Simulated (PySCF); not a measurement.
# C7H14 (1,1-diethylcyclopropane): the cost of one run

Computed with PySCF 2.14.0 and routines of our own; the level stands in each step. Atoms count from 0.

## 1. The starting structure

21 atoms, charge 0, multiplicity 1; geometry from: GFN2-xTB.

## 2. Optimising the geometry at PBE0-D3(BJ)/def2-SVP

The job: settings as JSON, then the geometry in Å.

```
{"job": {"xc": "PBE0", "basis": "def2-SVP", "d3": "d3bj", "grid": 2, "kind": "geom"}, "charge": 0, "multiplicity": 1}
C     -1.777412    -0.991448     0.972023
C     -1.113171    -0.632295    -0.354711
C     -0.041766     0.433771    -0.211248
C      1.157685     0.065562     0.643277
C      1.968130    -1.086968     0.055976
C      0.211217     1.324829    -1.394068
C     -0.498148     1.864950    -0.186940
H     -2.153370    -0.095634     1.461157
H     -2.611103    -1.669510     0.803359
H     -1.074973    -1.480453     1.641854
H     -1.877878    -0.264136    -1.042203
H     -0.681246    -1.531434    -0.800088
H      0.827456    -0.196782     1.650911
H      1.803865     0.941895     0.730711
H      1.393750    -2.009665     0.058316
H      2.254585    -0.862108    -0.968994
H      2.871358    -1.249612     0.639755
H     -0.362210     1.164992    -2.294860
H      1.221977     1.655799    -1.580473
H      0.027780     2.566322     0.443537
H     -1.555445     2.068867    -0.267761
```

The run is started by

```
$ OMP_NUM_THREADS=1 python excited_run.py task.json out
```

The driver reads the jobs from task.json and runs them one after another.

**Question.** How long does this first job take on 1 thread of Intel Xeon Platinum 8488C, shared host, and how much memory does it need?

About 60 s, with a peak of 0.79 GiB.
